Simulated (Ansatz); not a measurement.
# GdAlGe: the cost of one run

Method: DFT PBEsol, scalar-relativistic, plane waves, PAW, in Ansatz 0.2.0.

1 further run of the same task is left out (set aside as unsound or not needed). Runs told in other sessions of the task aren't counted.

### Step 1. The system as given

The cell holds 25 atoms (Al8Gd8Ge8H): a = 8.017 Å, b = 8.017 Å, c = 8.082 Å, α = 75.40°, β = 75.40°, γ = 80.98°.

As a file:

```
CELL_PARAMETERS angstrom
2.02062 5.20543 5.75194
2.02062 -5.20543 5.75194
8.08246 0.00000 0.00000
ATOMIC_POSITIONS crystal
Al 0.74872 0.74419 0.12666
Al 0.75000 0.75000 0.62500
Al 0.25000 0.25000 0.37500
Al 0.25000 0.25000 0.87500
Al 0.00000 0.00000 0.00000
Al 0.00000 0.00000 0.50000
Al 0.50010 0.49360 0.24658
Al 0.50000 0.50000 0.75000
Gd 0.93563 0.31437 0.18750
Gd 0.93563 0.31437 0.68750
Gd 0.43259 0.82003 0.42498
Gd 0.43609 0.80966 0.93450
Gd 0.56437 0.18563 0.06250
Gd 0.56437 0.18563 0.56250
Gd 0.06437 0.68563 0.31250
Gd 0.06437 0.68563 0.81250
Ge 0.22758 0.01347 0.17798
Ge 0.23037 0.01963 0.68750
Ge 0.73037 0.51963 0.43750
Ge 0.73037 0.51963 0.93750
Ge 0.26963 0.48037 0.06250
Ge 0.26963 0.48037 0.56250
Ge 0.76963 0.98037 0.31250
Ge 0.76963 0.98037 0.81250
H 0.44529 0.77532 0.20308
```

The host was relaxed before at PBEsol: a = 4.041 Å, b = 10.411 Å, c = 5.752 Å, α = 90.00°, β = 90.00°, γ = 90.00° (conventional cell), 20.167 Å³/atom.

Places, in fractions of the supercell: H as an interstitial at (0.438, 0.771, 0.198). Its neighbours start displaced at random, with a spread of 0.05 Å in each coordinate.

### Step 2. The perfect crystal in the supercell of 24 atoms

input.yaml reads:

```yaml
crystal:
  lattice:
    - [2.0206150788, 5.2054344494, 5.7519424671]
    - [2.0206150788, -5.2054344494, 5.7519424671]
    - [8.082460315, 0.0, 0.0]
  atoms:
    - { symbol: Al, position: [0.75, 0.75, 0.125] }
    - { symbol: Al, position: [0.75, 0.75, 0.625] }
    - { symbol: Al, position: [0.25, 0.25, 0.375] }
    - { symbol: Al, position: [0.25, 0.25, 0.875] }
    - { symbol: Al, position: [0.0, 0.0, 0.0] }
    - { symbol: Al, position: [0.0, 0.0, 0.5] }
    - { symbol: Al, position: [0.5, 0.5, 0.25] }
    - { symbol: Al, position: [0.5, 0.5, 0.75] }
    - { symbol: Gd, position: [0.9356320128, 0.3143679872, 0.1875], spin: 7.64 }
    - { symbol: Gd, position: [0.9356320128, 0.3143679872, 0.6875], spin: 7.64 }
    - { symbol: Gd, position: [0.4356320128, 0.8143679872, 0.4375], spin: 7.64 }
    - { symbol: Gd, position: [0.4356320128, 0.8143679872, 0.9375], spin: 7.64 }
    - { symbol: Gd, position: [0.5643679872, 0.1856320128, 0.0625], spin: 7.64 }
    - { symbol: Gd, position: [0.5643679872, 0.1856320128, 0.5625], spin: 7.64 }
    - { symbol: Gd, position: [0.0643679872, 0.6856320128, 0.3125], spin: 7.64 }
    - { symbol: Gd, position: [0.0643679872, 0.6856320128, 0.8125], spin: 7.64 }
    - { symbol: Ge, position: [0.2303677846, 0.0196322154, 0.1875] }
    - { symbol: Ge, position: [0.2303677846, 0.0196322154, 0.6875] }
    - { symbol: Ge, position: [0.7303677846, 0.5196322154, 0.4375] }
    - { symbol: Ge, position: [0.7303677846, 0.5196322154, 0.9375] }
    - { symbol: Ge, position: [0.2696322154, 0.4803677846, 0.0625] }
    - { symbol: Ge, position: [0.2696322154, 0.4803677846, 0.5625] }
    - { symbol: Ge, position: [0.7696322154, 0.9803677846, 0.3125] }
    - { symbol: Ge, position: [0.7696322154, 0.9803677846, 0.8125] }
basis:
  ecutwfc: 420
  xc_grid: 2
kpoints:
  mp_grid: { grid: [3, 3, 3], shift: [0.0, 0.0, 0.0] }
hamiltonian:
  xc: pbesol
scf:
  occupations: { method: gaussian, width: 0.05 }
  lower_state_search: "off"
output:
  forces: true
  stress: true
  eigenvalues: true
  populations: true
magnetization:
  spin_polarized: true
```

Started as:

```sh
ansatz run input.yaml --threads 8 --pin off --max-ram 14336MiB --backend cpu --events-out ev --progress --plain --runs-dir out
```

Q: Estimate wall time and peak memory on 8 threads of Arm Neoverse V1, shared host.

About 52 s, with a peak of 4.4 GiB.
